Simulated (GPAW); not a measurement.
# GaSb3 (Fm-3m) in GPAW: notebook

The runs below take GaSb3 through band structure, equation of state, with LDA.

Program: GPAW 26.7.0. These are calculated values, not measurements. Logs are shortened: lines on timing, memory, paths and dates and some standing lists are left out, and cuts for length are marked. The log counts tension as positive stress, the text compression.

## 1. Starting point

It takes space group Fm-3m (No. 225, cubic). Conventional cell: a = 7.461 Å, b = 7.461 Å, c = 7.461 Å, α = 90.00°, β = 90.00°, γ = 90.00°. Around Sb (site symmetry m-3m) lie 8 Sb at 3.23 Å. Sb (site symmetry -43m) has 4 Sb at 3.23 Å and 4 Ga at 3.23 Å as nearest neighbours. Ga (site symmetry m-3m) has 8 Sb at 3.23 Å as nearest neighbours.

The cell comes from a database or a generator and needn't be the stable form of this composition.

## 2. Band structure, LDA

Input file run.py:

```python
from ase import Atoms
from ase.dft.bandgap import bandgap
from ase.io import write
from ase.units import GPa
from gpaw import GPAW, PW

atoms = Atoms(['Sb', 'Sb', 'Sb', 'Ga'],
              cell=[[0.0, 3.730595, 3.730595],
                    [3.730595, 0.0, 3.730595],
                    [3.730595, 3.730595, 0.0]],
              scaled_positions=[[0.5, 0.5, 0.5],
                                [0.75, 0.75, 0.75],
                                [0.25, 0.25, 0.25],
                                [0.0, 0.0, 0.0]],
              pbc=True)

calc = GPAW(mode=PW(600),
            xc='LDA',
            kpts={'size': (6, 6, 6), 'gamma': True},
            occupations={'name': 'fermi-dirac', 'width': 0.05},
            nbands=38,
            convergence={'density': 1e-05, 'energy': 1e-05},
            maxiter=150,
            txt='gpaw.txt')
atoms.calc = calc
energy = atoms.get_potential_energy()
forces = atoms.get_forces()
stress = atoms.get_stress()
calc.write('gs.gpw')
write('result.traj', atoms)
print(f'Energy: {energy:.6f} eV')
print('Forces (eV/A):')
print(forces.round(4))
print('Stress (GPa):', (stress / GPa).round(3))
print('Fermi level:', round(calc.get_fermi_level(), 4), 'eV')
print(f'Gap: {bandgap(calc)[0]:.4f} eV, direct: {bandgap(calc, direct=True)[0]:.4f} eV')

path = atoms.cell.bandpath('GXWKGLUWLK,UX', npoints=60, eps=1e-4)
bs_calc = calc.fixed_density(kpts=path, symmetry='off', nbands=59,
                             convergence={'bands': 'CBM+6.0', 'eigenstates': 1e-6}, txt='bands.txt')
bs = bs_calc.band_structure()
bs.write('bs.json')
print(f'Gap on the path: {bandgap(bs_calc)[0]:.4f} eV')
```

Potentials or basis: the program's PAW data sets (release 1.2.1) made for this functional, pw.

Run with:

```console
OMP_NUM_THREADS=1 python run.py
```

gpaw.txt:

```text
__  _  _
 | _ |_)|_||  |
 |__||  | ||/\| - 26.7.0

Input parameters:
  mode=PW(ecut=600.0),
  convergence={'density': 1e-05, 'energy': 1e-05},
  kpts=MonkhorstPack(size=(6, 6, 6), gamma=True),
  maxiter=150,
  nbands=38,
  occupations=Occupations(name='fermi-dirac', width=0.05),
  xc=XC(name='LDA')

Diagonalizing LCAO Hamiltonian
Converting LCAO to pw mode

                         Sb

                   Sb

             Sb

       Ga

Atoms  # Å, Bohr magnetons
|   | symbol |        x |        y |        z |    initial magnetic moments |
|---|--------|----------|----------|----------|-----------------------------|
| 0 |     Sb | 3.730595 | 3.730595 | 3.730595 | ( 0.0000,  0.0000,  0.0000) |
| 1 |     Sb | 5.595892 | 5.595892 | 5.595892 | ( 0.0000,  0.0000,  0.0000) |
| 2 |     Sb | 1.865298 | 1.865298 | 1.865298 | ( 0.0000,  0.0000,  0.0000) |
| 3 |     Ga | 0.000000 | 0.000000 | 0.000000 | ( 0.0000,  0.0000,  0.0000) |

Unit cell  # Å
| periodic |        x |        y |        z |  lengths |    angles |
|----------|----------|----------|----------|----------|-----------|
|      yes | 0.000000 | 3.730595 | 3.730595 | 5.275858 | 60.000000 |
|      yes | 3.730595 | 0.000000 | 3.730595 | 5.275858 | 60.000000 |
|      yes | 3.730595 | 3.730595 | 0.000000 | 5.275858 | 60.000000 |

Number of symmetries: 48
Symmetry operations  # r_c * U_cc + t_c -> r_c
|    | kind |            matrix            |
|----|------|------------------------------|
|  0 |  σ   |  1, 0, 0,  1, 0,-1,  1,-1, 0 |
|  1 |  C2  |  1, 0, 0,  1,-1, 0,  1, 0,-1 |
|  2 |  E   |  1, 0, 0,  0, 1, 0,  0, 0, 1 |
|  3 |  σ   |  1, 0, 0,  0, 0, 1,  0, 1, 0 |
|  4 |  C4  |  1, 0,-1,  1, 0, 0,  1,-1, 0 |
|  5 |  S6  |  1, 0,-1,  1,-1, 0,  1, 0, 0 |
|  6 |  σ   |  1, 0,-1,  0, 1,-1,  0, 0,-1 |
|  7 |  C3  |  1, 0,-1,  0, 0,-1,  0, 1,-1 |
|  8 |  S6  |  1,-1, 0,  1, 0, 0,  1, 0,-1 |
|  9 |  C4  |  1,-1, 0,  1, 0,-1,  1, 0, 0 |
| 10 |  C3  |  1,-1, 0,  0,-1, 1,  0,-1, 0 |
| 11 |  σ   |  1,-1, 0,  0,-1, 0,  0,-1, 1 |
| 12 |  σ   |  0, 1, 0,  1, 0, 0,  0, 0, 1 |
| 13 |  C4  |  0, 1, 0,  0, 1,-1, -1, 1, 0 |
| 14 |  C3  |  0, 1, 0,  0, 0, 1,  1, 0, 0 |
| 15 |  S6  |  0, 1, 0, -1, 1, 0,  0, 1,-1 |
| 16 |  C2  |  0, 1,-1,  1, 0,-1,  0, 0,-1 |
| 17 |  σ   |  0, 1,-1,  0, 1, 0, -1, 1, 0 |
| 18 |  S4  |  0, 1,-1,  0, 0,-1,  1, 0,-1 |
| 19 |  C4  |  0, 1,-1, -1, 1, 0,  0, 1, 0 |
| 20 |  C3  |  0, 0, 1,  1, 0, 0,  0, 1, 0 |
| 21 |  σ   |  0, 0, 1,  0, 1, 0,  1, 0, 0 |
| 22 |  S6  |  0, 0, 1,  0,-1, 1, -1, 0, 1 |
| 23 |  C4  |  0, 0, 1, -1, 0, 1,  0,-1, 1 |
| 24 |  S4  |  0, 0,-1,  1, 0,-1,  0, 1,-1 |
| 25 |  C3  |  0, 0,-1,  0, 1,-1,  1, 0,-1 |
| 26 |  C2  |  0, 0,-1,  0,-1, 0, -1, 0, 0 |
| 27 |  S6  |  0, 0,-1, -1, 0, 0,  0,-1, 0 |
| 28 |  S4  |  0,-1, 1,  1,-1, 0,  0,-1, 0 |
| 29 |  C4  |  0,-1, 1,  0, 0, 1, -1, 0, 1 |
| 30 |  C2  |  0,-1, 1,  0,-1, 0,  1,-1, 0 |
| 31 |  σ   |  0,-1, 1, -1, 0, 1,  0, 0, 1 |
| 32 |  C3  |  0,-1, 0,  1,-1, 0,  0,-1, 1 |
| 33 |  S6  |  0,-1, 0,  0, 0,-1, -1, 0, 0 |
| 34 |  S4  |  0,-1, 0,  0,-1, 1,  1,-1, 0 |
| 35 |  C2  |  0,-1, 0, -1, 0, 0,  0, 0,-1 |
| 36 |  C2  | -1, 1, 0,  0, 1, 0,  0, 1,-1 |
| 37 |  S6  | -1, 1, 0,  0, 1,-1,  0, 1, 0 |
| 38 |  S4  | -1, 1, 0, -1, 0, 1, -1, 0, 0 |
| 39 |  C3  | -1, 1, 0, -1, 0, 0, -1, 0, 1 |
| 40 |  S6  | -1, 0, 1,  0, 0, 1,  0,-1, 1 |
| 41 |  C2  | -1, 0, 1,  0,-1, 1,  0, 0, 1 |
| 42 |  C3  | -1, 0, 1, -1, 1, 0, -1, 0, 0 |
| 43 |  S4  | -1, 0, 1, -1, 0, 0, -1, 1, 0 |
| 44 |  C2  | -1, 0, 0,  0, 0,-1,  0,-1, 0 |
| 45 |  i   | -1, 0, 0,  0,-1, 0,  0, 0,-1 |
| 46 |  σ   | -1, 0, 0, -1, 1, 0, -1, 0, 1 |
| 47 |  C2  | -1, 0, 0, -1, 0, 1, -1, 1, 0 |

BZ-sampling:
  Number of BZ points: 216
  Number of IBZ points: 16

  Monkhorst-Pack size: [6, 6, 6]
  Monkhorst-Pack shift: [0.08333333333333333, 0.08333333333333333, 0.08333333333333333]

K-points  # in reciprocal-cell coordinates
|     |                                coordinates |     weight |
|-----|--------------------------------------------|------------|
|   0 | (  0.00000000,   0.00000000,   0.00000000) | 0.00462963 |
|   1 | (  0.16666667,   0.16666667,   0.00000000) | 0.02777778 |
|   2 | (  0.16666667,   0.16666667,   0.16666667) | 0.03703704 |
|   3 | (  0.33333333,   0.16666667,   0.16666667) | 0.05555556 |
|   4 | (  0.33333333,   0.33333333,  -0.33333333) | 0.05555556 |
|   5 | (  0.33333333,   0.33333333,   0.00000000) | 0.02777778 |
|   6 | (  0.33333333,   0.33333333,   0.16666667) | 0.11111111 |
|   7 | (  0.33333333,   0.33333333,   0.33333333) | 0.03703704 |
|   8 | (  0.50000000,   0.33333333,  -0.33333333) | 0.11111111 |
|   9 | (  0.50000000,   0.33333333,  -0.16666667) | 0.05555556 |
| ... |                                            |            |
|  15 | (  0.50000000,   0.50000000,   0.50000000) | 0.01851852 |

Plane wave coefficients: 3490
Cutoff: 600.0 eV

Spin-components: 1 (collinear spins)
Bands:           38
Projectors:      23
Spin-degeneracy: 2
Datatype:        complex128

Parallelization:
  kpt:    1
  domain: 1
  band:   1

Density:
  Valence electrons: 48.0
  Components: 1
  Grid points: [30 30 30]
  Charge: 0.0  # |e|

Potential:
  Grid points: [30 30 30]

species:
  Sb:
    name:    Antimony
    Z:       51.0
    valence: 15
    core:    36
    charge:  0.0  # [|e|]
    compensation charges:
      type: gauss
      rc: 0.36  # [Å]
      lmax: 2
    cutoffs:
      filter: 2.23  # [Å]
      core: 2.23  # [Å]
    projectors
    | kind |    occ | energy [eV] | rcut [Å] |
    |------|--------|-------------|----------|
    |   5s |  2.000 |     -13.069 |    1.154 |
    |   5p |  3.000 |      -4.994 |    1.233 |
    |   4d | 10.000 |     -33.564 |    1.196 |
    |    s |        |      14.142 |    1.154 |
    |    p |        |      22.217 |    1.233 |
    |    d |        |      -6.353 |    1.196 |

    Using partial waves for Sb as LCAO basis

  Ga:
    name:    Gallium
    Z:       31.0
    valence: 3
    core:    28
    charge:  0.0  # [|e|]
    compensation charges:
      type: gauss
      rc: 0.37  # [Å]
      lmax: 2
    cutoffs:
      filter: 2.06  # [Å]
      core: 4.17  # [Å]
    projectors
    | kind |    occ | energy [eV] | rcut [Å] |
    |------|--------|-------------|----------|
    |   4s |  2.000 |      -9.167 |    1.164 |
    |   4p |  1.000 |      -2.734 |    1.164 |
    |    s |        |      18.045 |    1.164 |
    |    p |        |      24.478 |    1.164 |
    |    d |        |       0.000 |    1.164 |

    Using partial waves for Ga as LCAO basis

Reference energy: -581205.365021  # eV

eigensolver:
  PPCG
  Converge bands: occupied
  niter=2

density mixing:
  MSR1-Mixer
  Pratt-step length: 0.05
  Maximum mixing coefficient: 0.75
  Old densities: 10
  SVD Regularization: 0.005
  Good broyden scale: 1.0
  Trust region scale: 1.0
  Backstep threshold: 4.0
  History deletion threshold: 6.0
  Fourier metric: weight=20.0, sigma=0.015

occupation numbers:
  Fermi-Dirac:
    width: 0.0500  # eV

poisson solver:
  ecut: 4800.0  # eV

xc functional:
  name: None

convergence criteria:
- Maximum integral of absolute [dens]ity change: 1e-05 electrons / valence electron
- Maximum [total energy] change in last 3 cyles: 1e-05 eV / valence electron
- Maximum integral of absolute [eigenst]ate change: 4e-08 eV^2 / valence electron
maximum number of iterations: 150

SCF iterations
|iter     | |      energy | eigst |  dens |
|---------|-|-------------|-------|-------|
|iter:   1| |  -17.898258 | +0.64 |       |
|iter:   2| |  -18.002630 | -1.33 | -1.75 |
|iter:   3| |  -17.979783 | -2.39 | -1.76 |
|iter:   4| |  -17.969177 | -3.31 | -2.21 |
|iter:   5| |  -17.965909 | -4.39 | -2.36 |
|iter:   6| |  -17.965421 | -4.97 | -2.76 |
|iter:   7| |  -17.965390 | -6.04 | -3.53 |
|iter:   8| |  -17.965399c| -6.82 | -3.97 |
|iter:   9| |  -17.965399c| -8.13c| -4.66 |
|iter:  10| |  -17.965399c| -8.46c| -5.38c|

Converged in 10 steps
Energy contributions relative to reference atoms: (reference = -581205.365021)

Energy contributions:
  Kinetic:          -5.793697
  Coulomb:           4.015976
  Zero:              0.547474
  External:          0.000000
  Xc:              -16.717960
  Entropy:          -0.034385
  Spinorbit:         0.000000
  ----------------------------
  Free energy:     -17.982591
  Extrapolated:    -17.965399

dipole moment: (-19.405291, -19.405291, -19.405291)  # |e|*Ang

Fermi level: 7.069
Eigenvalues  # (at kpt = [0.000, 0.000, 0.000])
| band index |      eig [eV] | occ [0-2] |
|------------|---------------|-----------|
|          0 |       -22.254 |     2.000 |
|        ... |               |           |
|         20 |         4.432 |     2.000 |
|         21 |         4.432 |     2.000 |
|         22 |         4.592 |     2.000 |
|         23 |         4.592 |     2.000 |
|         24 |         4.592 |     2.000 |
|         25 |         6.277 |     2.000 |
|         26 |         6.277 |     2.000 |
|         27 |         6.277 |     2.000 |
|         28 |        10.562 |     0.000 |
|         29 |        10.562 |     0.000 |
|         30 |        13.554 |     0.000 |
|         31 |        13.554 |     0.000 |
|         32 |        13.554 |     0.000 |
|         33 |        19.020 |     0.000 |
|         34 |        19.021 |     0.000 |
|         35 |        19.029 |     0.000 |
|        ... |               |           |
|         37 |        20.647 |     0.000 |

No gap
No difference between direct/indirect transitions

Forces  # eV/Ang
|        x |        y |        z |
|----------|----------|----------|
|  0.00000 | -0.00000 |  0.00000 |  # Sb   0
| -0.00000 | -0.00000 | -0.00000 |  # Sb   1
| -0.00000 |  0.00000 | -0.00000 |  # Sb   2
|  0.00000 |  0.00000 |  0.00000 |  # Ga   3

Stress tensor  # eV/Ang^3
|         x |        y |         z |
|-----------|----------|-----------|
|  0.029911 | 0.000000 | -0.000000 |
|  0.000000 | 0.029911 |  0.000000 |
| -0.000000 | 0.000000 |  0.029911 |

# Writing to gs.gpw (mode='')
```

Wall time 5.5 min (1 thread of AMD EPYC 7R43 (Zen 3), shared host); peak memory 0.5 GiB.

Results:

| Quantity | Value |
| --- | --- |
| Free energy | -17.9826 eV |
| Pressure | -4.8 GPa |
| Band gap along the path | none (metal or under the smearing width) |

Levels at the corners of the path, in eV from the Fermi level:
```tsv
point	band 22	band 23	band 24	band 25	band 26	band 27
Γ	-2.64	-2.48	-2.48	-2.48	-0.79	-0.79
X	0.43	0.75	0.93	0.93	1.75	1.75
W	-2.64	-2.53	1.30	1.40	2.02	2.02
K	-1.55	-1.08	0.01	0.84	1.32	2.65
Γ	-2.64	-2.48	-2.48	-2.48	-0.79	-0.79
L	-2.67	-2.67	-0.56	-0.20	1.94	1.94
U	-1.55	-1.08	0.01	0.84	1.32	2.65
W	-2.64	-2.53	1.30	1.40	2.02	2.02
L	-2.67	-2.67	-0.56	-0.20	1.94	1.94
K	-1.55	-1.08	0.01	0.84	1.32	2.65
U	-1.55	-1.08	0.01	0.84	1.32	2.65
X	0.43	0.75	0.93	0.93	1.75	1.75
```

Caveat: spin-orbit coupling is left out, which moves the levels of the heavy elements.

## 3. Equation of state, LDA

Input file run.py:

```python
from ase import Atoms
from ase.eos import EquationOfState
from ase.io import Trajectory
from ase.units import GPa
from gpaw import GPAW, PW

atoms = Atoms(['Sb', 'Sb', 'Sb', 'Ga'],
              cell=[[0.0, 3.730595, 3.730595],
                    [3.730595, 0.0, 3.730595],
                    [3.730595, 3.730595, 0.0]],
              scaled_positions=[[0.5, 0.5, 0.5],
                                [0.75, 0.75, 0.75],
                                [0.25, 0.25, 0.25],
                                [0.0, 0.0, 0.0]],
              pbc=True)

traj = Trajectory('eos.traj', 'w')
volumes, energies = [], []
for x in [0.94, 0.96, 0.98, 1.0, 1.02, 1.04, 1.06]:
    a = atoms.copy()
    a.set_cell(atoms.cell * x**(1 / 3), scale_atoms=True)
    calc = GPAW(mode=PW(600),
                xc='LDA',
                kpts={'size': (6, 6, 6), 'gamma': True},
                occupations={'name': 'fermi-dirac', 'width': 0.05},
                nbands=38,
                convergence={'density': 1e-05, 'energy': 1e-05},
                maxiter=150,
                txt=f'eos-{x:.2f}.txt')
    a.calc = calc
    energies.append(a.get_potential_energy(force_consistent=True))
    volumes.append(a.get_volume())
    p = -a.get_stress()[:3].mean() / GPa
    calc.write(f'eos-{x:.2f}.gpw')
    traj.write(a)
    print(f'{x:.2f} {volumes[-1]:10.4f} A^3 {energies[-1]:14.6f} eV {p:9.3f} GPa', flush=True)

v0, e0, B = EquationOfState(volumes, energies, eos='birchmurnaghan').fit()
print(f'V0 = {v0:.4f} A^3, E0 = {e0:.6f} eV, B0 = {B / GPa:.2f} GPa')
```

Potentials or basis: the program's PAW data sets (release 1.2.1) made for this functional, pw.

Run with:

```console
OMP_NUM_THREADS=1 python run.py
```

Run time: 6.3 min. Hardware: 1 thread of AMD EPYC 7R43 (Zen 3), shared host; peak memory 0.44 GiB.

It converged, with:

```yaml
Equilibrium_volume: "23.53 Å³/atom (rough: see the caveat)"
Bulk_modulus: 57 GPa (rough)
```

Energy against volume, from the lowest point:
```csv
volume (Å³/atom),energy (meV/atom)
24.402,0.00
24.922,8.04
25.441,19.27
25.960,33.37
26.479,50.08
26.998,69.18
27.518,90.43
```

Caveat: the minimum lies outside the volumes run.
